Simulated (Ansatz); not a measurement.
What does this script print? It uses Ansatz's Python interface.

`freq_ch5fosi2.py`:
```python
import ansatz
import numpy as np

SETTINGS = {
    "basis_set": "cc-pVDZ",
    "functional": "b3lyp",
    "dispersion": "d4",
}

GEOMETRY = """
F    -2.34220   -0.42550   -0.13810
Si   -1.16340    0.11210    0.73800
O    -0.08230   -1.12990    0.86760
C     0.76700   -0.89910   -0.36920
Si    0.52310    0.99120   -0.38890
H    -1.56390    0.67360    2.06040
H     1.75720   -1.24580   -0.26870
H     0.27530   -1.40550   -1.23000
H     1.60100    1.70670    0.44350
H     0.31130    1.57090   -1.71160
"""


def main() -> None:
    ch5fosi2 = ansatz.Crystal.molecule()
    for line in GEOMETRY.strip().splitlines():
        symbol, *xyz = line.split()
        ch5fosi2 = ch5fosi2.atom(symbol, [float(v) for v in xyz])

    job = (
        ch5fosi2.calculation()
        .basis(gaussian=SETTINGS["basis_set"])
        .functional(SETTINGS["functional"], dispersion=SETTINGS["dispersion"])
    )
    symbols = [site.symbol for site in ch5fosi2.cartesian_sites]
    start = np.array([site.position_ang for site in ch5fosi2.cartesian_sites], dtype=float)
    data = job.relax(force_tolerance=0.003).run().report
    end = np.array(data["positions_ang"])

    print("final positions (A) and the move of each atom")
    for symbol, xyz, old in zip(symbols, end, start):
        print(f"{symbol:2s} {xyz[0]:10.5f} {xyz[1]:10.5f} {xyz[2]:10.5f}   {np.linalg.norm(xyz - old):7.4f}")

    minimum = ansatz.Crystal.molecule()
    for symbol, xyz in zip(symbols, end):
        minimum = minimum.atom(symbol, xyz.tolist())
    vibrating = (
        minimum.calculation()
        .basis(gaussian=SETTINGS["basis_set"])
        .functional(SETTINGS["functional"], dispersion=SETTINGS["dispersion"])
        .phonons(temperatures=(200, 600, 100))
    )
    vib = vibrating.run().report["vibrations"]
    sums = vib["harmonic_sums"]
    modes = [m["omega_inv_cm"] for m in sums["modes_at_gamma"] if m["rigid_motion"] == "no"]
    print("frequencies (1/cm):", " ".join(f"{w:.0f}" for w in modes))
    print("imaginary modes:", sum(w < 0 for w in modes), " zero-point energy:", round(sums["zero_point_energy_ev"], 4), "eV")
    print("T (K)   F_vib (eV)   S_vib (meV/K)   C_vib (meV/K)")
    for row in zip(sums["temperatures_k"], sums["vibrational_free_energy_ev"], vib["entropy_ev_per_k"], vib["heat_capacity_ev_per_k"]):
        print(f"{row[0]:6.1f} {row[1]:11.4f} {1000 * row[2]:13.4f} {1000 * row[3]:15.4f}")


if __name__ == "__main__":
    main()
```

```console
$ python freq_ch5fosi2.py
final positions (A) and the move of each atom
F    -2.65168   -0.01763    0.03172    0.5394
Si   -1.19762    0.12264    0.80367    0.0748
O    -0.24559   -1.27296    0.60031    0.3443
C     0.81197   -0.92086   -0.34506    0.0555
Si    0.54878    1.00411   -0.47770    0.0933
H    -1.54238    0.35223    2.23547    0.3666
H     1.78471   -1.22160    0.07716    0.3478
H     0.66287   -1.46285   -1.29447    0.3971
H     1.60255    1.80719    0.21759    0.2473
H     0.30948    1.55843   -1.84569    0.1347
frequencies (1/cm): 97 155 272 402 434 463 546 634 701 719 807 827 836 896 935 977 1185 1245 1453 2190 2208 2222 3035 3088
imaginary modes: 0  zero-point energy: 1.632 eV
T (K)   F_vib (eV)   S_vib (meV/K)   C_vib (meV/K)
 200.0      1.6074        0.3176          0.4609
 300.0      1.5636        0.5606          0.7507
 400.0      1.4951        0.8101          0.9845
 500.0      1.4020        1.0497          1.1623
 600.0      1.2856        1.2743          1.3002
```

Caveats:
- The frequencies are harmonic and unscaled, in a modest basis. The result belongs to the one conformer reached from this start, and soft torsions count as harmonic oscillators.
- b3lyp holds the VWN-RPA fit, as in Gaussian; the form of ORCA and Turbomole is b3lyp5.
- It ran for 5 min on 1 thread of Arm Neoverse V1, on a shared host, peak memory 0.31 GiB.

(Lines on the test bed's own set-up are left out of the output.)
